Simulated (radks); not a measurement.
# H in 1s0.5 2s0.5: an all-electron calculation

Wanted: eigenvalues, radial structure and energy terms of neutral hydrogen.

Method: scalar-relativistic Kohn-Sham, LDA (Slater exchange, Perdew-Zunger correlation), spin-polarised, spherical densities, point nucleus; open shells are filled with parallel spins first. Code: radks (a radial shooting solver on a logarithmic mesh, Libxc functionals) version 1.

### 1 The system

```
element       : hydrogen (Z = 1)
charge        : 0
electrons     : 1
configuration : 1s0.5 2s0.5
```

### 2 The run

Settings of this run:

```text
Z 1
configuration 1s0.5 2s0.5 2p0 3s0 3d0
relativity scalar-relativistic
functional lda,pz
spin polarised
nucleus point
c 137.035999084
```

**Question.** What will this run give?

**Answer**, as computed:

| quantity | value |
| --- | --- |
| total energy | -0.32320 hartree |
| exchange-correlation share of it | 48.09 % |
| −T/E | 0.9769 |
| highest occupied level | 2s up, -1.379 eV |
| most extended occupied level | 2s up, <r> = 7.07 bohr |
| radius at density 0.001 e/bohr³ | 2.50 bohr |
| maxima of the radial density | 2 |

The radial density shows 2 maxima for 2 occupied principal shells. This is not the tabulated ground configuration, so its levels and sizes aren't those of the ground state, and no measured value stands beside it.
